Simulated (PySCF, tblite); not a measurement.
# C5H4F2NP: geometry, infrared bands and NMR shifts

Aim: predict the infrared bands and NMR shifts of C5H4F2NP (`Cc1nc(F)cc(F)p1`).

The runs use tblite 0.8.0 and PySCF 2.14.0, with density-fitted response routines of our own; the level of theory stands in each step. All values are computed, except where a source is named. Atoms count from 0, in the outputs and in this text.

**1. The molecule as given**

13 atoms, charge 0, multiplicity 1; geometry from: force field or distance geometry start.

Bonds of the start (Å): C0–C1 1.48, C1–N2 1.34, N2–C3 1.31, C3–F4 1.37, C3–C5 1.37, C5–C6 1.38, C6–F7 1.35, C6–P8 1.75, P8–C1 1.75, C0–H9 1.10, C0–H10 1.12, C0–H11 1.13, C5–H12 1.10.

**2. Relaxing the molecule with GFN2-xTB**

The job: settings as JSON, then the geometry in Å.

```
{"job": {"kind": "relax", "xc": "GFN2-xTB", "basis": "xTB"}, "charge": 0, "multiplicity": 1}
C     -2.422900    -0.210700    -0.103900
C     -0.945000    -0.147500    -0.077000
N     -0.296300     0.964100     0.291400
C      0.991000     1.186200     0.361000
F      1.397100     2.430800     0.771100
C      1.984800     0.281400     0.101000
C      1.781100    -1.017900    -0.307100
F      2.814800    -1.855000    -0.546600
P      0.104100    -1.492100    -0.468200
H     -2.701700    -1.046500    -0.756100
H     -2.885600     0.764900    -0.416600
H     -2.858300    -0.463900     0.906400
H      3.032500     0.606500     0.226900
```

Started as:

```
OMP_NUM_THREADS=1 python probes_run.py task.json out
```

The driver reads the jobs from task.json and runs them one after another.

**Question.** This job is followed by: GFN2-xTB harmonic vibrations, gas phase; GIAO PBE0/pcSseg-1 NMR shielding, non-relativistic, gas phase. Predict these results of the whole session: strongest single infrared mode (GFN2-xTB); zero-point energy (GFN2-xTB); 13C shifts against TMS (PBE0/pcSseg-1); 1H shifts against TMS (PBE0/pcSseg-1, means over atoms taken as alike); 15N shifts against NH3 (PBE0/pcSseg-1); 19F shifts against CFCl3 (PBE0/pcSseg-1); 31P shifts against H3PO4 (PBE0/pcSseg-1).

The runs gave:

| quantity | value |
| --- | --- |
| strongest single infrared mode (GFN2-xTB) | 1084 cm⁻¹, 171 km/mol |
| zero-point energy (GFN2-xTB) | 50.7 kcal/mol |
| 13C shifts against TMS (PBE0/pcSseg-1) | 222.3, 208.3, 176.1, 104.5, 33.5 ppm |
| 1H shifts against TMS (PBE0/pcSseg-1, means over atoms taken as alike) | 6.96, 3.11 ppm |
| 15N shifts against NH3 (PBE0/pcSseg-1) | 329.0 ppm |
| 19F shifts against CFCl3 (PBE0/pcSseg-1) | -51.5, -57.8 ppm |
| 31P shifts against H3PO4 (PBE0/pcSseg-1) | 145.9 ppm |

Relaxing lowered the energy by 0.708 eV in 26 steps; the close pair that moved most is C0–H11, from 1.129 to 1.090 Å. All 33 modes are real, so the xTB geometry is a minimum. The strongest single mode, at 1084 cm⁻¹, is carried by C6, H12, F7. Unscaled tight-binding wavenumbers are off by several per cent, some by more. Its intensities can rank the bands wrongly. At PBE0/pcSseg-1: The widest tensor belongs to N2: span 568 ppm, with a paramagnetic part of -398 ppm. NICS(1)zz of -23 ppm above the planar ring from C1 marks a diatropic (aromatic) ring current.
